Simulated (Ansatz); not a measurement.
# F2H2Se2Si: a ladder of functionals and wavefunction methods

The task here is to estimate one member of a computed series from the others.

The runs use Ansatz 0.2.0, Gaussian basis; functionals in def2-TZVPP, the program's frozen cores in correlated methods.

The runs, in order: LDA (SPW92), PBE-D4, revPBE-D4, BLYP-D4, r2SCAN-D4, B97M-V, PBE0-D4, B3LYP-D4, r2SCANh-D4, r2SCAN0-D4, HSE06-D4, BHLYP-D4, CAM-B3LYP-D4, LC-ωPBE, ωB97X-V, ωB97M-V, B2PLYP, PBE-QIDH; CCSD(T)/def2-SVP; CCSD(T)/def2-TZVPP; MP2/def2-QZVPP; extrapolation to the limit; RPA on PBE.

## The relaxed structure

The geometry comes from an earlier relaxation with PBE0-D4 in a triple-zeta def2 set; it is a stationary point, not always the lowest conformer.

SMILES `F[Si](F)([SeH])[SeH]`, 7 atoms, charge 0, spin multiplicity 1.

Atoms are counted from 1 here; the program's logs count them from 0.

Bond lengths: F1–Si2 1.585 Å, Si2–F3 1.585 Å, Si2–Se4 2.249 Å, Si2–Se5 2.249 Å, Se4–H6 1.469 Å, Se5–H7 1.469 Å. Angles: F1–Si2–F3 106.6°, F1–Si2–Se4 113.0°, F1–Si2–Se5 104.1°, F3–Si2–Se4 104.1°, F3–Si2–Se5 113.0°, Se4–Si2–Se5 116.0°, Si2–Se4–H6 91.2°, Si2–Se5–H7 91.2°.

As a file:

```
atom     x (Å)     y (Å)     z (Å)
  F1   1.26650  -0.66050   1.46638
 Si2   0.25942  -0.55672   0.24727
  F3  -0.02046  -2.03995  -0.23534
 Se4  -1.76676   0.21499   0.84341
 Se5   1.37039   0.66870  -1.27602
  H6  -1.22774   1.56677   1.04208
  H7   0.17986   0.73851  -2.13339
```

The first run:

File in.yaml:

```yaml
crystal:
  periodic: [false, false, false]
  atoms:
    - {symbol: F, position_ang: [1.266503, -0.660502, 1.466380]}
    - {symbol: Si, position_ang: [0.259416, -0.556723, 0.247272]}
    - {symbol: F, position_ang: [-0.020463, -2.039952, -0.235338]}
    - {symbol: Se, position_ang: [-1.766760, 0.214991, 0.843413]}
    - {symbol: Se, position_ang: [1.370392, 0.668701, -1.276025]}
    - {symbol: H, position_ang: [-1.227744, 1.566771, 1.042083]}
    - {symbol: H, position_ang: [0.179856, 0.738514, -2.133387]}
basis:
  gaussian: {orbitals: def2-TZVPP}
hamiltonian: {xc: lda}
output: {orbitals: {seedname: orbitals}}
```

The run is started by

```console
$ ansatz run in.yaml --threads 4 --pin off --events-out ev --progress --plain --max-ram 10444MiB
```

Steps of the session up to this table: LDA; PBE-D4 (GGA); revPBE-D4 (GGA); BLYP-D4 (GGA); r2SCAN-D4 (meta-GGA); B97M-V (meta-GGA); B3LYP-D4 (hybrid); r2SCANh-D4 (hybrid); r2SCAN0-D4 (hybrid); HSE06-D4 (hybrid); BHLYP-D4 (hybrid); CAM-B3LYP-D4 (range-separated); LC-ωPBE (range-separated); ωB97X-V (range-separated); ωB97M-V (range-separated); B2PLYP (double hybrid); PBE-QIDH (double hybrid).

One of the session's tables, all rows but one given; the rest of the session is left out.

It belongs to the step «Orbital energies across the functionals». 

| functional | HOMO (eV) | gap (eV) |
| --- | --- | --- |
| LDA (SPW92) | -6.59 | 4.77 |
| PBE-D4 | -6.42 | 4.81 |
| revPBE-D4 | -6.37 | 4.83 |
| BLYP-D4 | -6.24 | 4.73 |
| r2SCAN-D4 | -6.72 | 5.32 |
| B97M-V | -6.77 | 5.40 |
| PBE0-D4 | -7.60 | 6.83 |
| B3LYP-D4 | -7.35 | 6.35 |
| r2SCANh-D4 | -7.15 | 6.05 |
| r2SCAN0-D4 | -7.80 | 7.15 |
| HSE06-D4 | ? | ? |
| BHLYP-D4 | -8.60 | 8.77 |
| CAM-B3LYP-D4 | -8.87 | 9.17 |
| LC-ωPBE | -10.24 | 11.69 |
| ωB97X-V | -9.88 | 11.23 |
| ωB97M-V | -9.73 | 10.91 |

Estimate the missing values for HSE06-D4.

**Answer.** HOMO (eV): -7.21; gap (eV): 6.06. In the column «HOMO (eV)» it lies between B3LYP-D4 (-7.35) and r2SCANh-D4 (-7.15).
